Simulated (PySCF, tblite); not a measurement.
# C4HF3O− (doublet): geometry, infrared bands and EPR parameters

What infrared bands and EPR parameters should C4HF3O− (doublet) (`[O-]/[C]=C/C(F)=C(F)F`) show?

The runs use tblite 0.8.0 and PySCF 2.14.0, with density-fitted response routines of our own; the level of theory stands in each step. All values are computed, except where a source is named. Atoms count from 0, in the outputs and in this text.

## 1. The starting structure

9 atoms, charge -1, multiplicity 2; geometry from: force field or distance geometry start.

Bonds of the start (Å): O0–C1 1.42, C1–C2 1.29, C2–C3 1.45, C3–F4 1.35, C3–C5 1.34, C5–F6 1.35, C5–F7 1.34, C2–H8 1.08.

## 2. Relaxing the molecule with GFN2-xTB

What the job is given:

```
{"job": {"kind": "relax", "xc": "GFN2-xTB", "basis": "xTB"}, "charge": -1, "multiplicity": 2}
O      3.365300    -0.136100    -0.026200
C      1.984800     0.112700     0.163100
C      0.742900     0.355400     0.387300
C     -0.335000    -0.296500    -0.327100
F     -0.012700    -1.237700    -1.238600
C     -1.634400    -0.051200    -0.108700
F     -2.019800     0.871200     0.802100
F     -2.564000    -0.714300    -0.805600
H      0.486600     1.102600     1.128500
```

Run with:

```sh
$ OMP_NUM_THREADS=1 python probes_run.py task.json out
```

This one command runs all jobs of the session in turn.

**Question.** This job is followed by: GFN2-xTB harmonic vibrations, gas phase; UKS B3LYP, pcH-1 on C F H O, non-relativistic, mean-field spin-orbit, GIAO. Predict these results of the whole session: strongest single infrared mode (GFN2-xTB); zero-point energy (GFN2-xTB); g(iso) (B3LYP); ⟨S²⟩; largest a(iso).

As calculated:

| quantity | value |
| --- | --- |
| strongest single infrared mode (GFN2-xTB) | 1758 cm⁻¹, 1081 km/mol |
| zero-point energy (GFN2-xTB) | 23.9 kcal/mol |
| g(iso) (B3LYP) | 2.00213 |
| ⟨S²⟩ | 0.755 (exact 0.75) |
| largest a(iso) | 13C on C1, 279.1 MHz |

Relaxing lowered the energy by 1.412 eV in 43 steps; the close pair that moved most is O0–C1, from 1.415 to 1.236 Å. No mode is imaginary among the 21: a minimum at this level. The strongest single mode, at 1758 cm⁻¹, moves mainly C1. GFN2-xTB is a fitted tight-binding method: band positions and strengths are rough. Its intensities can rank the bands wrongly. C1 carries the largest spin population, 0.67 e. The isotropic g lies 0.2 ppt below the free-electron value. The records flag this anion as possibly unbound in the gas phase, so the basis may hold the extra electron.
